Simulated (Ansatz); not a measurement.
# Mn3Sn: the cost of one run

Program: Ansatz 0.2.0. Level of theory: DFT PBE, scalar-relativistic, plane waves, PAW. These are calculated values, not measurements.

### 1 The structure to begin with

It takes space group P6_3/mmc (No. 194, hexagonal). The conventional cell has a = 5.596 Å, b = 5.596 Å, c = 4.490 Å, α = 90.00°, β = 90.00°, γ = 120.00°. Around Mn (site symmetry mm2) lie 8 Mn at 2.70 to 2.90 Å and 4 Sn at 2.80 Å. Sn (site symmetry -6m2) has 12 Mn at 2.80 Å as nearest neighbours.

Coordinates:

```
CELL_PARAMETERS angstrom
5.59648 0.00000 0.00000
-2.79824 4.84670 0.00000
0.00000 0.00000 4.49006
ATOMIC_POSITIONS crystal
Mn 0.83916 0.67833 0.25000
Mn 0.16084 0.83916 0.75000
Mn 0.32167 0.16084 0.25000
Mn 0.16084 0.32167 0.75000
Mn 0.83916 0.16084 0.25000
Mn 0.67833 0.83916 0.75000
Sn 0.33333 0.66667 0.25000
Sn 0.66667 0.33333 0.75000
```

An earlier run at PBE left this cell at 15.224 Å³/atom and 0.00 GPa (4×4×4 mesh).

### 2 Antiferromagnetic, in the cell as typed

Input file input.yaml:

```yaml
crystal:
  lattice:
    - [5.5964845051, 0.0, 0.0]
    - [-2.7982422526, 4.8466977533, 0.0]
    - [0.0, 0.0, 4.4900625291]
  atoms:
    - { symbol: Mn, position: [0.8391643058, 0.6783286115, 0.25], spin: 3.5 }
    - { symbol: Mn, position: [0.1608356942, 0.8391643058, 0.75], spin: -3.5 }
    - { symbol: Mn, position: [0.3216713885, 0.1608356942, 0.25], spin: 3.5 }
    - { symbol: Mn, position: [0.1608356942, 0.3216713885, 0.75], spin: -3.5 }
    - { symbol: Mn, position: [0.8391643058, 0.1608356942, 0.25], spin: 3.5 }
    - { symbol: Mn, position: [0.6783286115, 0.8391643058, 0.75], spin: -3.5 }
    - { symbol: Sn, position: [0.3333333333, 0.6666666667, 0.25] }
    - { symbol: Sn, position: [0.6666666667, 0.3333333333, 0.75] }
basis:
  ecutwfc: 300
  ecutrho_ratio: 4
kpoints:
  mp_grid: { grid: [4, 4, 4] }
hamiltonian:
  xc: pbe
scf:
  occupations: { method: gaussian, width: 0.05 }
  lower_state_search: "off"
output:
  forces: true
  stress: true
  eigenvalues: true
  populations: true
magnetization:
  spin_polarized: true
```

Started as:

```
$ ansatz run input.yaml --threads 2 --pin off --max-ram 5120MiB --backend cpu --events-out ev --progress --plain --runs-dir out
```

What time and memory should one allow on 2 threads of Arm Neoverse V2, shared host?

About 10 s, with a peak of 0.44 GiB.
